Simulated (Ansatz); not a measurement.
Cu2B:

```xyz
6
Lattice="0.0000 3.2835 3.2835 3.2835 0.0000 3.2835 3.2835 3.2835 0.0000" Properties=species:S:1:pos:R:3 pbc="T T T"
Cu    0.8209    0.8209    0.8209
Cu    0.8209    2.4626    2.4626
Cu    2.4626    2.4626    0.8209
Cu    2.4626    0.8209    2.4626
B     3.2835    3.2835    3.2835
B     4.9252    4.9252    4.9252
```

The cell was built by a generator and needn't be a form met in nature.

Base run:

| Quantity | Value |
| --- | --- |
| Program | Ansatz 0.2.0 |
| Functional | PBEsol |
| Potentials or basis | Ansatz PAW |
| Cutoff | 420 eV |
| Density cutoff | 1680 eV |
| k mesh | 5 × 5 × 5 |
| Occupations | fermi-dirac, width 0.05 eV |
| Spin | no spin polarisation |
| Hubbard terms | Cu d U = 4 eV |

Its results: band gap on the k mesh none (metal or under the smearing width); pressure -5.0 GPa.

Problem. The run is repeated on the same cell with these changes: hubbard terms from Cu d U = 4 eV to Cu d U = 6 eV. What comes out?

Solution. Band gap on the k mesh none (metal or under the smearing width); pressure -3.9 GPa.

Caveats: U without spin polarisation on a metal has little footing; the PAW data sets come from PBE, with cores solved anew for the run's functional, which leaves a small shift of forces and pressure; the U is typed as a test and isn't derived for this compound.

Not every run made on this cell is shown here.
